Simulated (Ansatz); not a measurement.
# BF3H2O: the cost of one run

All numbers below are computed with Ansatz 0.2.0 (RKS B3LYP-D4/6-31G*).

### 1 Starting point

Bond lengths: O1–B2 1.413 Å, B2–F3 1.429 Å, B2–F4 1.414 Å, B2–F5 1.469 Å, O1–H6 0.995 Å, O1–H7 1.014 Å. Angles: O1–B2–F3 108.0°, O1–B2–F4 113.4°, O1–B2–F5 110.1°, F3–B2–F4 108.3°, F3–B2–F5 110.0°, F4–B2–F5 107.0°, B2–O1–H6 110.4°, B2–O1–H7 107.1°, H6–O1–H7 102.1°.

Coordinates:

```xyz
7

O    -0.5108    0.7490    0.1978
B     0.4378   -0.2721   -0.0348
F     1.1070   -0.5436    1.1988
F    -0.1360   -1.4765   -0.5031
F     1.4083    0.1627   -1.0486
H    -1.2242    0.4263    0.8121
H    -1.0208    0.8861   -0.6680
```

### 2 Relaxing the start

input.yaml reads:

```yaml
crystal:
  periodic: [false, false, false]
  atoms:
    - { symbol: O, position_ang: [-0.5108, 0.749, 0.1978] }
    - { symbol: B, position_ang: [0.4378, -0.2721, -0.0348] }
    - { symbol: F, position_ang: [1.107, -0.5436, 1.1988] }
    - { symbol: F, position_ang: [-0.136, -1.4765, -0.5031] }
    - { symbol: F, position_ang: [1.4083, 0.1627, -1.0486] }
    - { symbol: H, position_ang: [-1.2242, 0.4263, 0.8121] }
    - { symbol: H, position_ang: [-1.0208, 0.8861, -0.668] }
basis:
  gaussian: { orbitals: "6-31G*" }
hamiltonian:
  xc: b3lyp
  dispersion: d4
relax:
  f_tol: 0.02
  max_steps: 40
scf:
  lower_state_search: "off"
```

On the command line:

```
$ ansatz run input.yaml --threads 2 --pin off --max-ram 3072MiB --backend cpu --events-out ev --progress --plain --runs-dir out
```

**Question.** How long does this run take on 2 threads of Arm Neoverse N1, shared host, and how much memory does it need?

About 51 s, with a peak of 0.13 GiB.
